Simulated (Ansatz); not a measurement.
**ZrIn: strong compression**

One table from this session's results is given with a row withheld; the runs are named, their logs left out.

Computed with Ansatz 0.2.0 (DFT, LDA, PAW with Ansatz's default frozen-core files, scalar-relativistic, unless a step's input says otherwise).

**The system as given**

The structure is tetragonal, space group P4/mmm (No. 123). The conventional cell has a = 3.141 Å, b = 3.141 Å, c = 4.454 Å, α = 90.00°, β = 90.00°, γ = 90.00°. Around Zr (site symmetry 4/mmm) lie 4 Zr at 3.14 Å and 8 In at 3.15 Å. In (site symmetry 4/mmm) has 4 In at 3.14 Å and 8 Zr at 3.15 Å as nearest neighbours.

Coordinates:

```
Zr In
1.0
     3.14065    0.00000    0.00000
     0.00000    3.14065    0.00000
     0.00000    0.00000    4.45410
Zr In
1 1
Direct
  0.00000 0.00000 0.00000
  0.50000 0.50000 0.50000
```

Whether this phase is the stable one at these pressures isn't tested.

Atoms are numbered in the order of the input: Zr1, In2.

The first run:

Contents of input.yaml:

```yaml
crystal:
  lattice:
    - [3.14064916, 0.0, 0.0]
    - [0.0, 3.14064916, 0.0]
    - [0.0, 0.0, 4.45410072]
  atoms:
    - { symbol: Zr, position: [0.0, 0.0, 0.0] }
    - { symbol: In, position: [0.5, 0.5, 0.5] }
kpoints:
  mp_grid: { grid: [12, 12, 8] }
scf:
  occupations: { method: fermi_dirac, width: 0.05 }
hamiltonian:
  xc: lda
  pseudopotentials: { kind: paw }
output:
  forces: true
  stress: true
relax:
  f_tol: 0.01
  max_steps: 30
  cell: { stress_tol: 0.05, fix: [volume] }
```

On the command line:

```console
$ ansatz run input.yaml --threads 1 --pin off --max-ram 2048MiB --backend cpu --events-out ev --progress --plain --runs-dir out
```

Steps of the session up to this table: Shape and atoms relaxed at the given volume, PAW; Volume scaled by 1, PAW; Shape and atoms relaxed at 0.85 of the volume, PAW; Volume scaled by 0.85, PAW; Shape and atoms relaxed at 0.55 of the volume, PAW; Volume scaled by 0.55, PAW; Shape and atoms relaxed at 0.5 of the volume, PAW; Volume scaled by 0.5, PAW.

One table of the session follows, with a row left open; its other results are not shown here.

| method | volume over the first | volume (Å³/atom) | pressure (GPa) |
| --- | --- | --- | --- |
| PAW | 1 | 21.967 | -6.09 |
| PAW | 0.85 | ? | ? |
| PAW | 0.55 | 12.082 | 186.42 |
| PAW | 0.5 | 10.983 | 268.04 |

Estimate the missing values for PAW, 0.85.

The run gave: volume (Å³/atom): 18.672; pressure (GPa): 13.95. In the column «volume (Å³/atom)» it lies between PAW, 0.55 (12.082) and PAW, 1 (21.967).

Limits of these values: Warnings in the runs' records: gradients without spin orbit.
